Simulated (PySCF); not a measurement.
**Mg with other numerical set-ups**

Which parts of the numerical set-up matter for Mg? Each run edits the base script.

The runs use PySCF 2.14.0; each script names its method and basis.

2 further runs of the same task are left out: 2 that didn't finish.

### 1 The atom

Mg: 1 atom, charge 0, spin multiplicity 1.

### 2 The base run

input.py reads:

```python
from pyscf import gto, dft

mol = gto.M(
    atom='Mg 0 0 0',
    basis='6-311++g**',
    charge=0,
    spin=0,
    symmetry=True,
    verbose=4,
)
mf = dft.RKS(mol, xc='olyp')
mf.kernel()
mf.dip_moment()
print('orbital energies (hartree):', mf.mo_energy[..., max(0, mol.nelec[1]-3):mol.nelec[0]+3].round(4))
```

On the command line:

```bash
$ OMP_NUM_THREADS=1 python input.py
```

The log of this run is left out.

Base result: E(SCF) = -200.070011 Eh, 6 cycles.

### 3 6-31g(3d)

Run 1 changes basis set: 6-311++g** → 6-31g(3d).

input.py reads:

```python
from pyscf import gto, dft

mol = gto.M(
    atom='Mg 0 0 0',
    basis='6-31g(3d)',
    charge=0,
    spin=0,
    symmetry=True,
    verbose=4,
)
mf = dft.RKS(mol, xc='olyp')
mf.kernel()
mf.dip_moment()
print('orbital energies (hartree):', mf.mo_energy[..., max(0, mol.nelec[1]-3):mol.nelec[0]+3].round(4))
```

On the command line:

```bash
$ OMP_NUM_THREADS=1 python input.py
```

### 4 Integration grid (99, 590)

Run 2 changes integration grid: default → (99, 590).

Changes to input.py since step 2:

```diff
@@ -11,2 +11,3 @@
 mf = dft.RKS(mol, xc='olyp')
+mf.grids.atom_grid = (99, 590)
 mf.kernel()
```

### 5 Def2-tzvp

Run 3 changes basis set: 6-311++g** → def2-tzvp.

Changes to input.py since step 2:

```diff
@@ -4,3 +4,3 @@
     atom='Mg 0 0 0',
-    basis='6-311++g**',
+    basis='def2-tzvp',
     charge=0,
```

### 6 Cartesian functions on

Run 4 changes Cartesian functions: off → on.

Changes to input.py since step 2:

```diff
@@ -8,2 +8,3 @@
     symmetry=True,
+    cart=True,
     verbose=4,
```

### 7 Spin-free X2C on

Run 5 changes spin-free X2C: off → on.

Changes to input.py since step 2:

```diff
@@ -11,2 +11,3 @@
 mf = dft.RKS(mol, xc='olyp')
+mf = mf.sfx2c1e()
 mf.kernel()
```

### 8 Density fitting weigend

Run 6 changes density fitting: none → weigend.

Changes to input.py since step 2:

```diff
@@ -11,2 +11,3 @@
 mf = dft.RKS(mol, xc='olyp')
+mf = mf.density_fit(auxbasis='weigend')
 mf.kernel()
```

Before running it: what results should come out? Wanted: for each run, E(SCF); from base; gap.

**Answer**, as computed:

| run | E(SCF) (hartree) | from base (eV) | cycles | gap (eV) | functions |
| --- | --- | --- | --- | --- | --- |
| base | -200.070011 | 0 | 6 | 3.22 | 30 |
| 6-31g(3d) (poor choice) | -200.055573 | not comparable | 5 | 3.31 | 28 |
| integration grid (99, 590) | -200.070011 | 0.0000 | 6 | 3.22 | 30 |
| def2-tzvp | -200.068872 | +0.0310 | 5 | 3.38 | 32 |
| Cartesian functions on | -200.071095 | -0.0295 | 6 | 3.22 | 31 |
| spin-free X2C on | -200.358832 | -7.8592 | 6 | 3.23 | 30 |
| density fitting weigend | -200.070018 | -0.0002 | 6 | 3.22 | 30 |

In words: No change of the SCF energy comes from integration grid (99, 590). The largest comparable shift of the SCF energy, -7.859 eV, comes with the run “spin-free X2C on”. def2-tzvp (32 functions) gives an energy 0.03 eV higher than 6-311++g** (30); size alone doesn't order basis sets of different families. Scalar relativity lowers the total energy by 7.86 eV, nearly all of it in the inner shells; a basis contracted without relativity catches only part of it. Rows marked «poor choice» come from settings spoiled on purpose.
